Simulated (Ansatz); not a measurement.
Crystal: NiMoIrPdW.

```xyz
5
Lattice="2.7608 0.0000 0.0000 -1.3804 2.3909 0.0000 0.0000 0.0000 11.3405" Properties=species:S:1:pos:R:3 pbc="T T T"
Ni    0.0000    0.0000    8.0423
Mo    1.3804    0.7970    3.3369
Pd    1.3804    0.7970   10.1952
Ir    0.0000    0.0000    1.2025
W     1.3804    0.7970    6.0015
```

The cell was built by a generator and needn't be a form met in nature.

- Program: Ansatz 0.2.0
- Task: relaxation of cell and atoms
- Functional: PBEsol
- Potentials or basis: all-electron PAW datasets made for the crystal
- k mesh: 7 × 7 × 2
- Occupations: fermi-dirac, width 0.05 eV
- Spin: collinear spin, ferromagnetic start
- Starting moments: [1.0, 1.0, 0.0, 0.6, 0.0] μB

At the start: volume 14.97 Å³/atom.

Q: Where does the relaxation end?

A: Over 6 steps the energy falls by 17.2 meV/atom and the volume is 14.40 Å³/atom (-3.8 %); space group P3m1 (No. 156, to 0.05 Å); moment 0.00 μB per cell.

The path:
```csv
step,energy change (eV),largest force (eV/Å),volume (Å³)
1,0.0000,0.1381,74.86
2,-0.0841,0.0388,72.33
3,-0.0854,0.0870,71.99
4,-0.0859,0.0153,71.98
5,-0.0859,0.0029,71.98
6,-0.0859,0.0029,71.98
```

Final structure:
```
CELL_PARAMETERS angstrom
2.73049 0.00000 0.00000
-1.36524 2.36467 0.00000
0.00000 0.00000 11.14857
ATOMIC_POSITIONS crystal
Ni 0.00000 0.00000 0.70935
Mo 0.66667 0.33333 0.29569
Pd 0.66667 0.33333 0.89818
Ir 0.00000 0.00000 0.10505
W 0.66667 0.33333 0.52941
```

Caveat: the k mesh is coarse (spacing up to 0.38 Å⁻¹), so the values aren't converged; the k mesh is thin for a metal, which can move the energy by tens of meV per atom; the program listed the state as in doubt; the starting moments weren't kept.
